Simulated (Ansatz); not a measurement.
**HPbNO4: phonons with PBE**

HPbNO4:

```
H Pb N O
1.0
     4.92453    0.00000    0.00000
     0.00000    5.59720    0.00000
     0.00000    0.00000    7.24347
H Pb N O
2 2 2 8
Direct
  0.00000 0.50000 0.19317
  0.50000 0.00000 0.80683
  0.50000 0.50000 0.95257
  0.00000 0.00000 0.04743
  0.00000 0.00000 0.63654
  0.50000 0.50000 0.36346
  0.00000 0.50000 0.05860
  0.50000 0.00000 0.94140
  0.00000 0.19569 0.72995
  0.00000 0.80431 0.72995
  0.00000 0.00000 0.46750
  0.50000 0.69569 0.27005
  0.50000 0.30431 0.27005
  0.50000 0.50000 0.53250
```

The cell was built by a generator and needn't be a form met in nature.

| Item | Value |
| --- | --- |
| Program | Ansatz 0.2.0 |
| Task | phonons |
| Functional | PBE |
| Potentials or basis | Ansatz PAW |
| Cutoff | 420 eV (not typed: the program's choice for these potentials) |
| k mesh | 4 × 3 × 3 |
| Occupations | fixed |
| Spin | no spin polarisation |

```
Band gap on the k mesh                                  : 3.02 eV, indirect (least direct gap 3.18 eV)
Electronic dielectric tensor (diagonal)                 : 3.24, 3.72, 3.42
Born charges (mean of the diagonal)                     : H +0.20; Pb +3.18; N +1.84; O -1.84, -1.16, -1.07 e
Highest phonon frequency at Γ, LO-TO splitting left out : 3661 cm⁻¹
Most unstable mode                                      : 116i cm⁻¹
```

Levels at points of the mesh, in eV from the valence-band top:
```
            k point  band 40  band 41  band 42  band 43  band 44  band 45  band 46  band 47  band 48  band 49
 (0.00, 0.00, 0.00)    -1.56    -1.35    -1.25    -0.31     0.00     3.19     3.87     5.17     5.25     5.45
(-0.50, 0.00, 0.00)    -1.28    -0.64    -0.64    -0.16    -0.16     3.43     3.43     4.83     4.83     5.83
```

Phonon frequencies in cm⁻¹ (negative: imaginary):
| q point | frequencies |
| --- | --- |
| (0.000, 0.000, 0.000) | -116 -92 -6 0 0 0 16 45 50 57 80 86 95 111 114 129 144 160 162 168 191 203 245 264 642 645 672 673 695 696 714 714 787 791 1012 1014 1197 1202 1452 1459 3660 3661 |

Electronic dielectric tensor:
```
3.24 0.00 0.00
0.00 3.72 0.00
0.00 0.00 3.42
```

Born effective charge tensors (e):
atom 1, H
```
0.14 0.00 0.00
0.00 0.30 0.00
0.00 0.00 0.17
```
atom 2, H
```
0.14 0.00 0.00
0.00 0.30 0.00
0.00 0.00 0.17
```
atom 3, Pb
```
3.47 0.00 0.00
0.00 3.18 0.00
0.00 0.00 2.88
```
atom 4, Pb
```
3.47 0.00 0.00
0.00 3.18 0.00
0.00 0.00 2.88
```
atom 5, N
```
-0.04  0.00  0.00
 0.00  2.04  0.00
 0.00  0.00  3.53
```
atom 6, N
```
-0.04  0.00  0.00
 0.00  2.04  0.00
 0.00  0.00  3.53
```
atom 7, O
```
-2.47  0.00  0.00
 0.00 -2.40  0.00
 0.00  0.00 -0.64
```
atom 8, O
```
-2.47  0.00  0.00
 0.00 -2.40  0.00
 0.00  0.00 -0.64
```
atom 9, O
```
-0.48  0.00  0.00
 0.00 -1.32 -0.27
 0.00 -0.60 -1.67
```
atom 10, O
```
-0.48  0.00  0.00
 0.00 -1.32  0.27
 0.00  0.60 -1.67
```
atom 11, O
```
-0.14  0.00  0.00
 0.00 -0.47  0.00
 0.00  0.00 -2.59
```
atom 12, O
```
-0.48  0.00  0.00
 0.00 -1.32  0.27
 0.00  0.60 -1.67
```
atom 13, O
```
-0.48  0.00  0.00
 0.00 -1.32 -0.27
 0.00 -0.60 -1.67
```
atom 14, O
```
-0.14  0.00  0.00
 0.00 -0.47  0.00
 0.00  0.00 -2.59
```

Wall time 120 s on 8 threads of Arm Neoverse V1 (shared host), peak memory 1.6 GiB.

Caveat: some modes are imaginary; odd divisions of the mesh miss points on the zone boundary, where band edges often lie, so the gap on the mesh can be too wide; spin-orbit coupling is left out, which as a rule narrows the gap of such compounds by several tenths of an eV. A k mesh can miss the band edges.
